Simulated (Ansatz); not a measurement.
# H3F: the cost of one run

All numbers below are computed with Ansatz 0.2.0 (DFT PBE+D3(BJ), plane waves, PAW, scalar-relativistic, no spin polarisation).

### Step 1. The starting structure

The cell holds 24 atoms (F6H18): a = 6.747 Å, b = 6.747 Å, c = 6.747 Å, α = 90.00°, β = 90.00°, γ = 90.00°.

Its coordinates follow in the input file.

### Step 2. Preparing the start

input.yaml reads:

```yaml
accuracy: low
crystal:
  lattice:
    - [6.747461, 0.0, 0.0]
    - [0.0, 6.747461, 0.0]
    - [0.0, 0.0, 6.747461]
  atoms:
    - { symbol: F, position: [0.6053368, 0.3820633, 0.3395204] }
    - { symbol: H, position: [0.7384014, 0.418685, 0.3499592] }
    - { symbol: F, position: [0.8650125, 0.3657157, 0.8176351] }
    - { symbol: H, position: [0.8321714, 0.3515202, 0.683933] }
    - { symbol: F, position: [0.3785356, 0.5591857, 0.8736362] }
    - { symbol: H, position: [0.3310198, 0.435324, 0.913093] }
    - { symbol: F, position: [0.7141145, 0.8642849, 0.6017996] }
    - { symbol: H, position: [0.7992826, 0.9140761, 0.5047248] }
    - { symbol: F, position: [0.0665203, 0.7029408, 0.5603922] }
    - { symbol: H, position: [-0.0415866, 0.6166282, 0.5647886] }
    - { symbol: F, position: [0.1716581, 0.9390266, 0.2618865] }
    - { symbol: H, position: [0.2574552, 1.040311, 0.3010864] }
    - { symbol: H, position: [0.9425556, 0.6310262, 0.1627813] }
    - { symbol: H, position: [0.9737649, 0.6770266, 0.0687297] }
    - { symbol: H, position: [0.1252022, 0.4909008, 0.3852207] }
    - { symbol: H, position: [0.1203573, 0.4874615, 0.2761316] }
    - { symbol: H, position: [0.2277695, 0.1946288, 0.7164715] }
    - { symbol: H, position: [0.2225869, 0.1964449, 0.6073588] }
    - { symbol: H, position: [0.5584783, 0.9945262, 0.99578] }
    - { symbol: H, position: [0.565269, 0.9735023, 0.8887864] }
    - { symbol: H, position: [0.8512903, 0.9964981, 0.2304516] }
    - { symbol: H, position: [0.8122259, 0.9701898, 0.1318737] }
    - { symbol: H, position: [0.4605111, 0.8924307, 0.3820783] }
    - { symbol: H, position: [0.4991236, 0.96905, 0.3144447] }
basis:
  ecutwfc: 420.0
kpoints:
  mp_grid: { grid: [1, 1, 1] }
hamiltonian:
  xc: pbe
  dispersion: d3bj
scf:
  occupations: { method: fermi_dirac, width: 0.02 }
  lower_state_search: "off"
relax:
  f_tol: 0.3
  max_steps: 15
  adjacent_minimum: "off"
output:
  write_density: true
  write_potential: true
  elf: true
  volumetric_format: npy
```

On the command line:

```
$ ansatz run input.yaml --threads 1 --pin off --max-ram 3072MiB --backend cpu --events-out ev --progress --plain --runs-dir out
```

Q: Estimate wall time and peak memory on 1 thread of Arm Neoverse V2, shared host.

About 21 s, with a peak of 0.35 GiB.
